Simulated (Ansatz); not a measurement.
Working through vertical and adiabatic energies of changing the electron count of AsBH5N, SMILES B[AsH]N

Program: the Python package of Ansatz (0.2.0).

At the Python prompt:
```pycon
>>> import itertools
>>> import ansatz
>>> from ase.data import atomic_numbers, covalent_radii
>>> import numpy as np
>>> geometry = (
...     ansatz.Crystal.molecule()
...     .atom("B", (-0.9376, 0.658, -0.8639))
...     .atom("As", (0.8691, 0.6411, -0.0375))
...     .atom("N", (0.5642, -1.1078, 0.6341))
...     .atom("H", (-1.5251, -0.2833, -1.0395))
...     .atom("H", (-1.4341, 1.7266, -1.2532))
...     .atom("H", (0.3642, 1.3339, 1.2782))
...     .atom("H", (1.3659, -1.2697, 1.3685))
...     .atom("H", (0.8257, -1.756, -0.1425))
... )
>>> job = geometry.calculation().basis(gaussian="def2-SVP").functional("cam_b3lyp")
>>> symbols = [site.symbol for site in geometry.cartesian_sites]
>>> start = np.array([site.position_ang for site in geometry.cartesian_sites], dtype=float)
>>> rep = job.relax(force_tolerance=0.01, max_steps=100).run(threads=1).report

>>> end = np.array(rep["positions_ang"])
>>> minimum = ansatz.Crystal.molecule()
>>> for symbol, place in zip(symbols, end):
...     minimum = minimum.atom(symbol, place.tolist())
...
>>> ion = minimum.calculation()
>>> ion = ion.basis(gaussian="def2-SVP")
>>> ion = ion.functional("cam_b3lyp").charge(1)
>>> ion = ion.spin("collinear", total=1)
>>> vertical = ion.run(threads=1).report
>>> settled = ion.relax(force_tolerance=0.01, max_steps=80).run(threads=1).report
>>> print(f"vertical ionisation energy   {vertical['free_energy_ev'] - rep['free_energy_ev']:.3f} eV")
vertical ionisation energy   9.244 eV
>>> print(f"adiabatic, no zero point     {settled['free_energy_ev'] - rep['free_energy_ev']:.3f} eV")
adiabatic, no zero point     8.014 eV
>>> print(f"relaxation energy of the ion {vertical['free_energy_ev'] - settled['free_energy_ev']:.3f} eV")
relaxation energy of the ion 1.230 eV
>>> ionised = np.array(settled["positions_ang"])
>>> radius = [covalent_radii[atomic_numbers[s]] for s in symbols]
>>> span = lambda where, i, j: np.linalg.norm(where[i] - where[j])
>>> bonded = [(i, j) for i, j in itertools.combinations(range(len(symbols)), 2) if min(span(end, i, j), span(ionised, i, j)) < 1.2 * (radius[i] + radius[j])]
>>> print("pair        before    after (A)")
pair        before    after (A)
>>> for i, j in bonded:
...     print(f"{symbols[i]}{i}-{symbols[j]}{j}".ljust(10), f"{span(end, i, j):8.4f} {span(ionised, i, j):8.4f}")
...
B0-As1       1.9810   2.0259
B0-H3        1.2053   1.1945
B0-H4        1.2045   1.1944
As1-N2       1.8486   1.7729
As1-H5       1.5182   1.5014
N2-H6        1.0159   1.0214
N2-H7        1.0160   1.0213
```

The energies are electronic: no zero-point or thermal terms, and the basis set is short of its limit. The product may relax into another structure. The relaxation finds the nearest minimum, so the adiabatic value is an upper bound. Timing: 2.3 min on 1 thread of Arm Neoverse V2, on a shared host, peak memory 0.35 GiB.

(Lines on the test bed's own set-up are left out of the output.)
